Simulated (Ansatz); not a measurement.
# C₂H₈ClNOSn: relaxing the structure

Aim: relax C₂H₈ClNOSn from a cheap starting geometry.

Program: Ansatz 0.2.0, Gaussian basis. Level of theory: RKS PBE0-D4/def2-TZVP. These are calculated values, not measurements.

The runs, in order: relaxation at PBE0-D4/def2-TZVP.

1 further run of the same task is left out (set aside as unsound or not needed).

## 1. The starting structure

SMILES `C[O][Sn]([CH3])([NH2])[Cl]`, 14 atoms, charge 0, spin multiplicity 1.

Atoms are counted from 1 here; the program's logs count them from 0.

Bond lengths: C1–O2 1.398 Å, C1–H7 1.093 Å, C1–H8 1.092 Å, C1–H9 1.092 Å, O2–Sn3 2.032 Å, Sn3–C4 2.193 Å, Sn3–N5 2.046 Å, Sn3–Cl6 2.323 Å, C4–H10 1.082 Å, C4–H11 1.083 Å, C4–H12 1.085 Å, N5–H13 1.016 Å, N5–H14 1.016 Å. Angles: O2–C1–H7 111.9°, O2–C1–H8 112.4°, O2–C1–H9 106.3°, H7–C1–H8 108.9°, H7–C1–H9 108.7°, H8–C1–H9 108.4°, C1–O2–Sn3 126.8°, O2–Sn3–C4 113.2°, O2–Sn3–N5 102.0°, O2–Sn3–Cl6 106.9°, C4–Sn3–N5 113.6°, C4–Sn3–Cl6 111.2°, N5–Sn3–Cl6 109.4°, Sn3–C4–H10 107.7°, Sn3–C4–H11 108.3°, Sn3–C4–H12 108.8°, H10–C4–H11 110.6°, H10–C4–H12 110.6° and more.

Geometry (Å):

```xyz
14
charge 0, multiplicity 1
C    -0.03869   -1.91158   -1.47962
O     0.59744   -1.23636   -0.43442
Sn   -0.17272    0.27274    0.68652
C    -0.38262    2.15207   -0.42465
N     1.16218    0.38008    2.23281
Cl   -2.22522   -0.46292    1.48717
H    -0.14471   -1.28267   -2.36775
H    -1.02316   -2.28882   -1.19331
H     0.59878   -2.76301   -1.72766
H    -0.51355    2.94797    0.29692
H     0.51934    2.30769   -1.00407
H    -1.24851    2.08022   -1.07372
H     0.83422   -0.13728    3.04318
H     2.03721   -0.05812    1.95860
```

The start is a GFN2-xTB geometry. Sn takes the def2 core potential; no spin-orbit term is included.

## 2. Geometry optimisation, PBE0-D4/def2-TZVP

in.yaml reads:

```yaml
crystal:
  periodic: [false, false, false]
  atoms:
    - {symbol: C, position_ang: [-0.038690, -1.911580, -1.479620]}
    - {symbol: O, position_ang: [0.597440, -1.236360, -0.434420]}
    - {symbol: Sn, position_ang: [-0.172720, 0.272740, 0.686520]}
    - {symbol: C, position_ang: [-0.382620, 2.152070, -0.424650]}
    - {symbol: N, position_ang: [1.162180, 0.380080, 2.232810]}
    - {symbol: Cl, position_ang: [-2.225220, -0.462920, 1.487170]}
    - {symbol: H, position_ang: [-0.144710, -1.282670, -2.367750]}
    - {symbol: H, position_ang: [-1.023160, -2.288820, -1.193310]}
    - {symbol: H, position_ang: [0.598780, -2.763010, -1.727660]}
    - {symbol: H, position_ang: [-0.513550, 2.947970, 0.296920]}
    - {symbol: H, position_ang: [0.519340, 2.307690, -1.004070]}
    - {symbol: H, position_ang: [-1.248510, 2.080220, -1.073720]}
    - {symbol: H, position_ang: [0.834220, -0.137280, 3.043180]}
    - {symbol: H, position_ang: [2.037210, -0.058120, 1.958600]}
basis:
  gaussian: {orbitals: def2-TZVP}
hamiltonian: {xc: pbe0, dispersion: d4}
relax: {f_tol: 0.005, max_steps: 150}
```

The run is started by

```
> ansatz run in.yaml --threads 2 --pin off --events-out ev --progress --plain --max-ram 32768MiB --backend cuda --devices 0, --max-vram 18GiB
```

Q: Predict the results of all the runs planned. Wanted: point group; shift from the start; total energy; dispersion term; dipole moment.

As calculated:

| quantity | value |
| --- | --- |
| point group | C1 |
| steps | 23 |
| shift from the start (rms) | 0.365 Å |
| total energy | -24090.0619 eV |
| dispersion term | -292 meV |
| dipole moment | 1.81 D |

In words: The relaxed geometry lies 0.37 Å (rms) from the start; the bond that changed most is O2–Sn3, from 2.032 to 1.952 Å. No vibrations were run, so it is not proven to be a minimum. The largest Mulliken charge, +1.18 e, sits on Sn3.
